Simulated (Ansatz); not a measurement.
# ZrS: a tetragonal deformation path

Aim: for ZrS, follow a tetragonal deformation at fixed volume.

The COD entry's cell or inner coordinates are ideal or old and differ from later refinements, so a difference from it is no clean test against experiment.

Program: Ansatz 0.2.0. Level of theory: DFT r2SCAN, scalar-relativistic, plane waves, PAW. These are calculated values, not measurements.

### 1 The starting structure

It takes space group Fm-3m (No. 225, cubic). Conventional cell: a = 5.250 Å, b = 5.250 Å, c = 5.250 Å, α = 90.00°, β = 90.00°, γ = 90.00°. Zr (site symmetry m-3m) is surrounded by 6 S at 2.62 Å. Around S (site symmetry m-3m) lie 6 Zr at 2.62 Å.

Structure file:

```xyz
2
Lattice="0.0000 2.6250 2.6250 2.6250 0.0000 2.6250 2.6250 2.6250 0.0000" Properties=species:S:1:pos:R:3 pbc="T T T"
Zr    0.0000    0.0000    0.0000
S     2.6250    2.6250    2.6250
```

No relaxation comes first: the listed cell is the starting point.

### 2 The undisturbed cell

Contents of input.yaml:

```yaml
crystal:
  lattice:
    - [0.0, 2.625, 2.625]
    - [2.625, 0.0, 2.625]
    - [2.625, 2.625, 0.0]
  atoms:
    - { symbol: Zr, position: [0.0, 0.0, 0.0] }
    - { symbol: S, position: [0.5, 0.5, 0.5] }
basis:
  ecutwfc: 500
kpoints:
  mp_grid: { grid: [18, 18, 18] }
hamiltonian:
  xc: r2scan
scf:
  occupations: { method: gaussian, width: 0.15 }
output:
  forces: true
  stress: true
  eigenvalues: true
  write_density: true
  write_potential: true
  elf: true
  volumetric_format: npy
```

On the command line:

```console
ansatz run input.yaml --threads 1 --pin off --max-ram 2560MiB --backend cpu --events-out ev --progress --plain --runs-dir out
```

What it wrote, shortened:

```text
Warning: RAYON_NUM_THREADS=1 ignored (pool sized by the plan → 1); use --threads N
[...]
Pseudopotentials: kind: paw
Pseudopotential: Zr, paw, valence charge 12, recommended cutoff 500 eV (meta_gga), Zr.paw.azcp
Pseudopotential: S, paw, valence charge 6, recommended cutoff 500 eV (meta_gga), S.paw.azcp
Functional definition: r2SCAN
[...]
Crystal: 2 atoms, lattice volume = 36.176 Å³
Basis set: ecut = 500 eV, 941 PW (Γ), exchange–correlation on 120×120×120 points (64 copies of the dense FFT grid, shifted against one another)
Bands: 13, of which v1, the nominal top of the filled ones, is band 9 counted from 1 (8 counted from 0)
Symmetry: 48 space group operations
Space group: Fm-3m (ITA 225), of the structure as read, at distance tolerance 3.3e-5 Å
k-points: 195 of 5832
[...]
SCF iter   1: F=—  HF=-5103.913453 eV  |F-HF|=—  |Δ(HF+E_count)|=         —  Δρ=7.30e-3  dr2=1.83e-2  dr2_τ=1.63e-2  ethr=1.77e-3  ⟨swp⟩=5.1  Hψ=33389  notcnv=0
[...]
SCF iter   7: F=-5103.979160 eV  HF=-5103.979160 eV  |F-HF|=4.84e-9  |Δ(HF+E_count)|=   1.99e-7  Δρ=5.73e-6  dr2=1.47e-8  dr2_τ=5.04e-10  ethr=5.56e-10  ⟨swp⟩=12.4  Hψ=21690  notcnv=0
[...]
SCF converged after 7 iterations
Free energy (F): -5103.979160 eV
[...]
E sigma→0 (E₀):  -5103.971593 eV
Entropy (-TS):   -0.015133 eV (-7.567 meV/atom)
Fermi energy:    14.813982 eV
[...]
--- Forces (eV/Å), atoms counted from 1 ---
  atom   1  Zr    -0.00000000     0.00000000    -0.00000000
  atom   2  S      0.00000000    -0.00000000     0.00000000
[...]
--- Stress (GPa, compression-positive) ---
       -1.981924       0.000000      -0.000000
        0.000000      -1.981924       0.000000
        0.000000       0.000000      -1.981924
  P = ⅓ Tr σ = -1.9819 GPa (-19.819 kbar)
--- Band table (eV; the first three rows and the last of 195) ---
  k-point 0: bands = ["-37.0667", "-14.3425", "-14.3425", "-14.3425", "-1.9765", "10.8406", "10.8406", "10.8406", "13.3902", "13.3902", "13.3902", "14.1275", "14.1275", "17.1520", "22.5172", "27.1263", "27.1263"]
[...]
```

Run time: 49 s. Hardware: 1 thread of AMD EPYC (Zen 3), shared host; peak memory 0.55 GiB.

Axes a, b and c in the maps are those of this run's conventional cell (a, b, c = 5.250, 5.250, 5.250 Å).

Density in a lattice plane of the grid's cell (edges 5.25 and 5.25 Å, at 0.000 of the third edge), which holds Zr and S.

Values in e/Å³, 12 rows by 12 columns:
```
3.87 2.92 0.70 0.28 0.62 1.10 0.96 1.10 0.62 0.28 0.70 2.92
1.12 0.70 0.24 0.17 0.32 0.62 0.80 0.62 0.32 0.17 0.24 0.70
0.35 0.28 0.17 0.13 0.17 0.28 0.35 0.28 0.17 0.13 0.17 0.28
0.80 0.62 0.32 0.17 0.24 0.70 1.12 0.70 0.24 0.17 0.32 0.62
0.96 1.10 0.62 0.28 0.70 2.92 3.87 2.92 0.70 0.28 0.62 1.10
0.07 0.96 0.80 0.35 1.12 3.87 2.58 3.87 1.12 0.35 0.80 0.96
0.96 1.10 0.62 0.28 0.70 2.92 3.87 2.92 0.70 0.28 0.62 1.10
0.80 0.62 0.32 0.17 0.24 0.70 1.12 0.70 0.24 0.17 0.32 0.62
0.35 0.28 0.17 0.13 0.17 0.28 0.35 0.28 0.17 0.13 0.17 0.28
1.12 0.70 0.24 0.17 0.32 0.62 0.80 0.62 0.32 0.17 0.24 0.70
3.87 2.92 0.70 0.28 0.62 1.10 0.96 1.10 0.62 0.28 0.70 2.92
2.58 3.87 1.12 0.35 0.80 0.96 0.07 0.96 0.80 0.35 1.12 3.87
```
Columns run along the first of these edges and rows up along the second, over one cell in 12 and 12 even steps from the bottom left corner. Atoms in the plane (fractional): Zr at (0.00, 0.00), Zr at (0.50, 0.50), S at (0.00, 0.50), S at (0.50, 0.00).

ELF in the same plane.

Ten even steps from ' ' (0.00) to '@' (0.83):
```
--**@@%%++::--##@@@@##--..--##@@@@##--::++%%@@**
%%@@@@##==..--**@@@@@@%%##%%@@@@@@**--..==##@@@@
####**==::..::++%%@@@@@@@@@@@@@@%%++::..::==**##
::::........::==++####%%%%%%####++==::........::
--------::::::::::--------------::::::::::------
%%%%####++==::........::::::........::==++####%%
@@@@@@@@%%++::..::==**######**==::..::++%%@@@@@@
##%%@@@@@@**--..==##@@@@%%@@@@##==..--**@@@@@@%%
..--##@@@@##--::++%%@@**--**@@%%++::--##@@@@##--
    ++@@@@##--::**@@%%::  ::%%@@**::--##@@@@++  
..--##@@@@##--::++%%@@**--**@@%%++::--##@@@@##--
##%%@@@@@@**--..==##@@@@%%@@@@##==..--**@@@@@@%%
@@@@@@@@%%++::..::==**######**==::..::++%%@@@@@@
%%%%####++==::........::::::........::==++####%%
--------::::::::::--------------::::::::::------
::::........::==++####%%%%%%####++==::........::
####**==::..::++%%@@@@@@@@@@@@@@%%++::..::==**##
%%@@@@##==..--**@@@@@@%%##%%@@@@@@**--..==##@@@@
--**@@%%++::--##@@@@##--..--##@@@@##--::++%%@@**
  ::%%@@**::--##@@@@++      ++@@@@##--::**@@%%::
```
Columns run along the first of these edges and rows up along the second, over one cell in 24 and 20 even steps from the bottom left corner. Atoms in the plane (fractional): Zr at (0.00, 0.00), Zr at (0.50, 0.50), S at (0.00, 0.50), S at (0.50, 0.00).

Both are smooth fields of the valence electrons: close to the nuclei they are not physical.

Outside the cores ELF peaks at 0.84 in the shell around S, 0.9 Å from S.

Reference values: F = -5103.9792 eV; pressure -1.98 GPa; largest force 0.000 eV/Å; gap on the mesh none (metal).

### 3 Next: a tetragonal deformation path

At fixed volume and fractional coordinates, lengths along (0.000, 0.000, 1.000) are scaled against those across it; ρ is that ratio over its starting value.

### 4 At ρ = 0.707

input.yaml, as its differences from that of step 2:

```diff
@@ -2,5 +2,5 @@
   lattice:
-    - [0.0, 2.625, 2.625]
-    - [2.625, 0.0, 2.625]
-    - [2.625, 2.625, 0.0]
+    - [0.0, 2.9466112082, 2.0832541242]
+    - [2.9466112082, 0.0, 2.0832541242]
+    - [2.9466112082, 2.9466112082, 0.0]
   atoms:
```

On the command line:

```console
ansatz run input.yaml --threads 1 --pin off --max-ram 2560MiB --backend cpu --events-out ev --progress --plain --runs-dir out
```

What it wrote, shortened:

```text
Warning: RAYON_NUM_THREADS=1 ignored (pool sized by the plan → 1); use --threads N
[...]
[... 4 set-up lines as earlier in the session ...]
[...]
Crystal: 2 atoms, lattice volume = 36.176 Å³
Basis set: ecut = 500 eV, 935 PW (Γ), exchange–correlation on 108×108×128 points (64 copies of the dense FFT grid, shifted against one another)
Bands: 13, of which v1, the nominal top of the filled ones, is band 9 counted from 1 (8 counted from 0)
Symmetry: 16 space group operations
Space group: I4/mmm (ITA 139), of the structure as read, at distance tolerance 3.3e-5 Å
k-points: 480 of 5832
[...]
SCF iter   1: F=—  HF=-5099.999597 eV  |F-HF|=—  |Δ(HF+E_count)|=         —  Δρ=9.79e-3  dr2=3.99e-2  dr2_τ=8.49e-2  ethr=1.77e-3  ⟨swp⟩=5.1  Hψ=37943  notcnv=0
[...]
SCF iter   7: F=-5100.055394 eV  HF=-5100.055394 eV  |F-HF|=1.25e-8  |Δ(HF+E_count)|=   4.91e-7  Δρ=5.77e-6  dr2=1.08e-8  dr2_τ=6.37e-10  ethr=5.56e-10  ⟨swp⟩=10.4  Hψ=46333  notcnv=0
[...]
SCF converged after 7 iterations
Free energy (F): -5100.055394 eV
[...]
E sigma→0 (E₀):  -5100.046998 eV
Entropy (-TS):   -0.016793 eV (-8.396 meV/atom)
Fermi energy:    14.355134 eV
[...]
--- Forces (eV/Å), atoms counted from 1 ---
  atom   1  Zr     0.00000000     0.00000000     0.00000000
  atom   2  S      0.00000000     0.00000000     0.00000000
[...]
--- Stress (GPa, compression-positive) ---
      -13.877145       0.000000       0.000000
        0.000000     -13.877145       0.000000
        0.000000       0.000000     179.403667
  P = ⅓ Tr σ = 50.5498 GPa (505.498 kbar)
--- Band table (eV; the first three rows and the last of 480) ---
  k-point 0: bands = ["-36.7952", "-14.9152", "-14.0333", "-14.0333", "-2.3804", "10.3620", "10.3620", "11.5750", "12.3379", "12.3379", "13.1074", "13.1238", "15.9263"]
[...]
```

Wall time 92 s (1 thread of AMD EPYC (Zen 3), shared host); peak memory 0.65 GiB.

Axes a, b and c in the maps are those of this run's conventional cell (a, b, c = 4.167, 4.167, 4.167 Å).

Density in a lattice plane of the grid's cell (edges 4.17 and 4.17 Å, at 0.000 of the third edge), which holds Zr and S.

Values in e/Å³, 12 rows by 12 columns:
```
4.04 3.76 1.72 0.37 0.11 0.07 0.07 0.07 0.11 0.37 1.72 3.76
2.50 1.84 0.73 0.22 0.10 0.07 0.06 0.07 0.10 0.22 0.73 1.84
1.13 0.87 0.46 0.21 0.11 0.07 0.06 0.07 0.11 0.21 0.46 0.87
1.37 1.16 0.67 0.30 0.14 0.08 0.06 0.08 0.14 0.30 0.67 1.16
0.94 1.18 0.93 0.41 0.16 0.08 0.07 0.08 0.16 0.41 0.93 1.18
0.06 0.73 0.96 0.46 0.18 0.09 0.07 0.09 0.18 0.46 0.96 0.73
0.94 1.18 0.93 0.41 0.16 0.08 0.07 0.08 0.16 0.41 0.93 1.18
1.37 1.16 0.67 0.30 0.14 0.08 0.06 0.08 0.14 0.30 0.67 1.16
1.13 0.87 0.46 0.21 0.11 0.07 0.06 0.07 0.11 0.21 0.46 0.87
2.50 1.84 0.73 0.22 0.10 0.07 0.06 0.07 0.10 0.22 0.73 1.84
4.04 3.76 1.72 0.37 0.11 0.07 0.07 0.07 0.11 0.37 1.72 3.76
2.61 3.97 2.34 0.50 0.12 0.07 0.07 0.07 0.12 0.50 2.34 3.97
```
Columns run along the first of these edges and rows up along the second, over one cell in 12 and 12 even steps from the bottom left corner. Atoms in the plane (fractional): Zr at (0.00, 0.00), S at (0.00, 0.50).

ELF in the same plane.

Ten even steps from ' ' (0.00) to '@' (0.82):
```
::==##@@@@##--..    ..........    ..--##@@@@##==
##%%@@@@%%++::..  ..............  ..::++%%@@@@%%
%%%%%%##++--..........................--++##%%%%
****++==::::..........................::::==++**
++++++====----::::::..........::::::----====++++
%%%%%%%%##**++==--::..........::--==++**##%%%%%%
@@@@@@@@@@%%##**==::::......::::==**##%%@@@@@@@@
**##%%@@@@@@%%**==--::......::--==**%%@@@@@@%%##
  ..==##@@@@%%##++--::......::--++##%%@@@@##==..
    ::**%%@@%%##++--::......::--++##%%@@%%**::  
  ..==##@@@@%%##++--::......::--++##%%@@@@##==..
**##%%@@@@@@%%**==--::......::--==**%%@@@@@@%%##
@@@@@@@@@@%%##**==::::......::::==**##%%@@@@@@@@
%%%%%%%%##**++==--::..........::--==++**##%%%%%%
++++++====----::::::..........::::::----====++++
****++==::::..........................::::==++**
%%%%%%##++--..........................--++##%%%%
##%%@@@@%%++::..  ..............  ..::++%%@@@@%%
::==##@@@@##--..    ..........    ..--##@@@@##==
  ..**@@@@##==..    ..........    ..==##@@@@**..
```
Columns run along the first of these edges and rows up along the second, over one cell in 24 and 20 even steps from the bottom left corner. Atoms in the plane (fractional): Zr at (0.00, 0.00), S at (0.00, 0.50).

Both are smooth fields of the valence electrons: close to the nuclei they are not physical.

Outside the cores ELF peaks at 0.85 in the shell around S, 0.8 Å from S; 0.84 beside S, off the lines to its neighbours, 0.8 Å from S.

### 5 ρ = 1.414

Contents of input.yaml:

```yaml
crystal:
  lattice:
    - [0.0, 2.3387268659, 3.3069597883]
    - [2.3387268659, 0.0, 3.3069597883]
    - [2.3387268659, 2.3387268659, 0.0]
  atoms:
    - { symbol: Zr, position: [0.0, 0.0, 0.0] }
    - { symbol: S, position: [0.5, 0.5, 0.5] }
basis:
  ecutwfc: 500
kpoints:
  mp_grid: { grid: [18, 18, 18] }
hamiltonian:
  xc: r2scan
scf:
  occupations: { method: gaussian, width: 0.15 }
output:
  forces: true
  stress: true
  eigenvalues: true
```

On the command line:

```console
ansatz run input.yaml --threads 1 --pin off --max-ram 2560MiB --backend cpu --events-out ev --progress --plain --runs-dir out
```

What it wrote, shortened:

```text
Warning: RAYON_NUM_THREADS=1 ignored (pool sized by the plan → 1); use --threads N
[...]
[... 4 set-up lines as earlier in the session ...]
[...]
Crystal: 2 atoms, lattice volume = 36.176 Å³
Basis set: ecut = 500 eV, 929 PW (Γ), exchange–correlation on 120×120×100 points (64 copies of the dense FFT grid, shifted against one another)
Bands: 13, of which v1, the nominal top of the filled ones, is band 9 counted from 1 (8 counted from 0)
[... 2 set-up lines as earlier in the session ...]
k-points: 480 of 5832
[...]
SCF iter   1: F=—  HF=-5102.188696 eV  |F-HF|=—  |Δ(HF+E_count)|=         —  Δρ=9.16e-3  dr2=3.38e-2  dr2_τ=4.41e-2  ethr=1.77e-3  ⟨swp⟩=5.1  Hψ=86315  notcnv=0  defer=44
[...]
SCF iter   7: F=-5102.254692 eV  HF=-5102.254692 eV  |F-HF|=3.19e-9  |Δ(HF+E_count)|=   4.58e-7  Δρ=1.20e-5  dr2=6.64e-8  dr2_τ=2.68e-9  ethr=5.56e-10  ⟨swp⟩=9.2  Hψ=41373  notcnv=0
[...]
SCF converged after 7 iterations
Free energy (F): -5102.254692 eV
[...]
E sigma→0 (E₀):  -5102.247039 eV
Entropy (-TS):   -0.015306 eV (-7.653 meV/atom)
Fermi energy:    14.426517 eV
[...]
--- Forces (eV/Å), atoms counted from 1 ---
  atom   1  Zr    -0.00000000     0.00000000    -0.00000000
  atom   2  S      0.00000000     0.00000000     0.00000000
[...]
--- Stress (GPa, compression-positive) ---
       53.066212       0.000000       0.000000
        0.000000      53.066212       0.000000
        0.000000       0.000000     -11.061232
  P = ⅓ Tr σ = 31.6904 GPa (316.904 kbar)
--- Band table (eV; the first three rows and the last of 480) ---
  k-point 0: bands = ["-36.9471", "-14.3430", "-14.3430", "-14.2759", "-2.5013", "10.0416", "10.9053", "11.1024", "11.1024", "11.8130", "14.1674", "14.6887", "14.6887", "19.8430", "23.2022", "27.1509", "27.1509"]
[...]
```

Wall time 1.7 min (1 thread of AMD EPYC (Zen 3), shared host); peak memory 0.69 GiB.

### 6 Point ρ = 0.850

input.yaml, as its differences from that of step 5:

```diff
@@ -2,5 +2,5 @@
   lattice:
-    - [0.0, 2.3387268659, 3.3069597883]
-    - [2.3387268659, 0.0, 3.3069597883]
-    - [2.3387268659, 2.3387268659, 0.0]
+    - [0.0, 2.7711263789, 2.3554574221]
+    - [2.7711263789, 0.0, 2.3554574221]
+    - [2.7711263789, 2.7711263789, 0.0]
   atoms:
```

On the command line:

```console
ansatz run input.yaml --threads 1 --pin off --max-ram 2560MiB --backend cpu --events-out ev --progress --plain --runs-dir out
```

What it wrote, shortened:

```text
Warning: RAYON_NUM_THREADS=1 ignored (pool sized by the plan → 1); use --threads N
[...]
[... 4 set-up lines as earlier in the session ...]
[...]
Crystal: 2 atoms, lattice volume = 36.176 Å³
Basis set: ecut = 500 eV, 913 PW (Γ), exchange–correlation on 108×108×120 points (64 copies of the dense FFT grid, shifted against one another)
Bands: 13, of which v1, the nominal top of the filled ones, is band 9 counted from 1 (8 counted from 0)
[... 2 set-up lines as earlier in the session ...]
k-points: 480 of 5832
[...]
SCF iter   1: F=—  HF=-5103.264334 eV  |F-HF|=—  |Δ(HF+E_count)|=         —  Δρ=8.04e-3  dr2=2.72e-2  dr2_τ=2.46e-2  ethr=1.77e-3  ⟨swp⟩=5.0  Hψ=83490  notcnv=0
[...]
SCF iter   7: F=-5103.328020 eV  HF=-5103.328020 eV  |F-HF|=6.79e-9  |Δ(HF+E_count)|=   4.99e-7  Δρ=4.91e-6  dr2=7.63e-9  dr2_τ=2.78e-10  ethr=5.56e-10  ⟨swp⟩=7.4  Hψ=39824  notcnv=0
[...]
SCF converged after 7 iterations
Free energy (F): -5103.328020 eV
[...]
E sigma→0 (E₀):  -5103.320199 eV
Entropy (-TS):   -0.015642 eV (-7.821 meV/atom)
Fermi energy:    14.707012 eV
[...]
--- Forces (eV/Å), atoms counted from 1 ---
  atom   1  Zr    -0.00000000     0.00000000    -0.00000000
  atom   2  S      0.00000000     0.00000000     0.00000000
[...]
--- Stress (GPa, compression-positive) ---
      -11.159062       0.000000       0.000000
        0.000000     -11.159062       0.000000
        0.000000       0.000000      47.665636
  P = ⅓ Tr σ = 8.4492 GPa (84.492 kbar)
--- Band table (eV; the first three rows and the last of 480) ---
  k-point 0: bands = ["-36.9790", "-14.4139", "-14.2488", "-14.2488", "-2.0780", "10.6687", "10.6687", "11.3508", "12.8700", "12.8700", "13.3789", "13.7348", "14.5900", "18.4537", "22.6771", "25.7241", "28.3457"]
[...]
```

Wall time 1.8 min (1 thread of AMD EPYC (Zen 3), shared host); peak memory 0.68 GiB.

### 7 Point ρ = 1.200

input.yaml, as its differences from that of step 6:

```diff
@@ -2,5 +2,5 @@
   lattice:
-    - [0.0, 2.7711263789, 2.3554574221]
-    - [2.7711263789, 0.0, 2.3554574221]
-    - [2.7711263789, 2.7711263789, 0.0]
+    - [0.0, 2.4702195758, 2.964263491]
+    - [2.4702195758, 0.0, 2.964263491]
+    - [2.4702195758, 2.4702195758, 0.0]
   atoms:
```

On the command line:

```console
ansatz run input.yaml --threads 1 --pin off --max-ram 2560MiB --backend cpu --events-out ev --progress --plain --runs-dir out
```

What it wrote, shortened:

```text
[...]
SCF converged after 7 iterations
Free energy (F): -5103.459701 eV
[...]
E sigma→0 (E₀):  -5103.452091 eV
Entropy (-TS):   -0.015220 eV (-7.610 meV/atom)
Fermi energy:    14.688238 eV
[...]
--- Forces (eV/Å), atoms counted from 1 ---
  atom   1  Zr    -0.00000000     0.00000000     0.00000000
  atom   2  S      0.00000000     0.00000000    -0.00000000
[...]
--- Stress (GPa, compression-positive) ---
       19.921414       0.000000       0.000000
        0.000000      19.921414       0.000000
        0.000000       0.000000     -14.881047
  P = ⅓ Tr σ = 8.3206 GPa (83.206 kbar)
--- Band table (eV; the first three rows and the last of 480) ---
  k-point 0: bands = ["-37.0157", "-14.3426", "-14.3426", "-14.2942", "-2.1299", "10.5542", "10.9602", "10.9602", "12.0980", "12.9623", "14.0868", "14.0868", "14.2855", "18.2766", "22.7051", "26.7723", "26.7723"]
[...]
```

Wall time 2 min (1 thread of AMD EPYC (Zen 3), shared host); peak memory 0.76 GiB.

### 8 All points together

The scan, with free energies counted from the undisturbed cell:

| ρ | ΔE (meV/atom) | pressure (GPa) | space group |
| --- | --- | --- | --- |
| 0.707 | 1961.9 | 50.5 | I4/mmm |
| 0.850 | 325.6 | 8.4 | I4/mmm |
| 1.000 | 0.0 | -2.0 | Fm-3m |
| 1.200 | 259.7 | 8.3 | I4/mmm |
| 1.414 | 862.2 | 31.7 | I4/mmm |

### 9 Outcome

| quantity | value |
| --- | --- |
| highest point | 1961.9 meV/atom at ρ = 0.707 |

**Reading.** No sampled point lies below the undisturbed cell. No further minimum shows among the sampled points.
